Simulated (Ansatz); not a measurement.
# Hf3SiMo: the cost of one run

Computed with Ansatz 0.2.0 (DFT PBE, scalar-relativistic, plane waves, PAW, unless a step's input says otherwise).

2 further runs of the same task are left out: 1 that didn't finish, 1 set aside as unsound or not needed.

## 1. The starting structure

It takes space group Pm-3m (No. 221, cubic). Conventional cell: a = 4.436 Å, b = 4.436 Å, c = 4.436 Å, α = 90.00°, β = 90.00°, γ = 90.00°. Hf (site symmetry 4/mmm) has 2 Mo at 2.22 Å and 8 Hf at 3.14 Å and 4 Si at 3.14 Å as nearest neighbours. Si (site symmetry m-3m) is surrounded by 12 Hf at 3.14 Å. Mo (site symmetry m-3m) is surrounded by 6 Hf at 2.22 Å.

Structure file:

```cif
data_structure
_symmetry_space_group_name_H-M 'Pm-3m'
_symmetry_Int_Tables_number 221
_cell_length_a 4.4365
_cell_length_b 4.4365
_cell_length_c 4.4365
_cell_angle_alpha 90.000
_cell_angle_beta 90.000
_cell_angle_gamma 90.000
_cell_volume 87.32
loop_
_atom_site_label
_atom_site_type_symbol
_atom_site_symmetry_multiplicity
_atom_site_Wyckoff_symbol
_atom_site_fract_x
_atom_site_fract_y
_atom_site_fract_z
_atom_site_occupancy
Hf1 Hf 3 c 0.50000 0.00000 0.50000 1
Si1 Si 1 a 0.00000 0.00000 0.00000 1
Mo1 Mo 1 b 0.50000 0.50000 0.50000 1
```

The cell is invented: species swapped into a database cell of Lu3SnC (Pm-3m, No. 221), with Hf on the Lu sites, Si on the Sn sites and Mo on the C sites. Its size is a rough estimate.

## 2. Probe: one point on a coarse mesh

input.yaml reads:

```yaml
crystal:
  lattice:
    - [4.43646319, 0.0, 0.0]
    - [0.0, 4.43646319, 0.0]
    - [0.0, 0.0, 4.43646319]
  atoms:
    - { symbol: Hf, position: [0.5, 0.0, 0.5] }
    - { symbol: Hf, position: [0.5, 0.5, 0.0] }
    - { symbol: Hf, position: [0.0, 0.5, 0.5] }
    - { symbol: Si, position: [0.0, 0.0, 0.0] }
    - { symbol: Mo, position: [0.5, 0.5, 0.5] }
basis:
  ecutwfc: 420
kpoints:
  mp_grid: { grid: [4, 4, 4] }
hamiltonian:
  xc: pbe
scf:
  occupations: { method: gaussian, width: 0.1 }
  lower_state_search: "off"
output:
  forces: true
  stress: true
  eigenvalues: true
```

On the command line:

```bash
$ ansatz run input.yaml --threads 1 --pin off --max-ram 2560MiB --backend cpu --events-out ev --progress --plain --runs-dir out
```

What time and memory should one allow on 1 thread of Arm Neoverse V2, shared host?

About 3 s, with a peak of 0.37 GiB.
